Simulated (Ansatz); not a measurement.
# CH4OTe, SMILES OC[TeH]: vertical and adiabatic energies of changing the electron count

With the Python package of Ansatz (0.2.0).

The cells in order, each with its output:

In [1]:
```python
import itertools
import warnings

import ansatz
from ase.data import atomic_numbers, covalent_radii
import numpy as np
```

In [2]:
```python
warnings.simplefilter("ignore", ansatz.DeckWarning)
```

In [3]:
```python
geometry_ang = [
    ("O", [-1.2632, 0.5427, -0.6234]),
    ("C", [-0.223, 0.305, 0.1912]),
    ("Te", [1.2241, -0.8135, -0.9031]),
    ("H", [-1.6706, -0.2744, -0.8258]),
    ("H", [-0.545, -0.2715, 1.07]),
    ("H", [0.2356, 1.2782, 0.5262]),
    ("H", [2.3034, -0.8345, 0.5192]),
]
geometry = ansatz.Crystal.molecule()
for symbol, xyz in geometry_ang:
    geometry = geometry.atom(symbol, xyz)
```

In [4]:
```python
setup = (
    geometry.calculation()
    .basis(gaussian="def2-SVP")
    .functional("pbe")
)
symbols = [site.symbol for site in geometry.cartesian_sites]
start = np.array([site.position_ang for site in geometry.cartesian_sites], dtype=float)
data = setup.relax(force_tolerance=0.01).run().report
end = np.array(data["positions_ang"])
```

In [5]:
```python
minimum = ansatz.Crystal.molecule()
for symbol, place in zip(symbols, end):
    minimum = minimum.atom(symbol, place.tolist())
ion = minimum.calculation()
ion = ion.basis(gaussian="def2-SVP").functional("pbe")
ion = ion.charge(1)
ion = ion.spin("collinear", total=1)
vertical = ion.run().report
settled = ion.relax(force_tolerance=0.01, max_steps=80).run().report
print(f"vertical ionisation energy   {vertical['free_energy_ev'] - data['free_energy_ev']:.3f} eV")
print(f"adiabatic, no zero point     {settled['free_energy_ev'] - data['free_energy_ev']:.3f} eV")
print(f"relaxation energy of the ion {vertical['free_energy_ev'] - settled['free_energy_ev']:.3f} eV")
ionised = np.array(settled["positions_ang"])
radius = [covalent_radii[atomic_numbers[s]] for s in symbols]
span = lambda where, i, j: np.linalg.norm(where[i] - where[j])
bonded = [(i, j) for i, j in itertools.combinations(range(len(symbols)), 2) if min(span(end, i, j), span(ionised, i, j)) < 1.2 * (radius[i] + radius[j])]
print("pair        before    after (A)")
for i, j in bonded:
    print(f"{symbols[i]}{i}-{symbols[j]}{j}".ljust(10), f"{span(end, i, j):8.4f} {span(ionised, i, j):8.4f}")
```
```text
vertical ionisation energy   8.312 eV
adiabatic, no zero point     8.099 eV
relaxation energy of the ion 0.213 eV
pair        before    after (A)
O0-C1        1.3836   1.3436
O0-H3        0.9759   0.9809
C1-Te2       2.2483   2.3767
C1-H4        1.1125   1.1088
C1-H5        1.1065   1.1066
Te2-H6       1.6835   1.6874
```

Caveats:
- The energies are electronic: no zero-point or thermal terms, and the basis set is short of its limit. The product may relax into another structure. The relaxation finds the nearest minimum, so the adiabatic value is an upper bound.
- def2 sets replace the cores of elements past krypton by effective core potentials.
- Finished in 2.9 min on 1 thread of Arm Neoverse N1, on a shared host, peak memory 0.24 GiB.
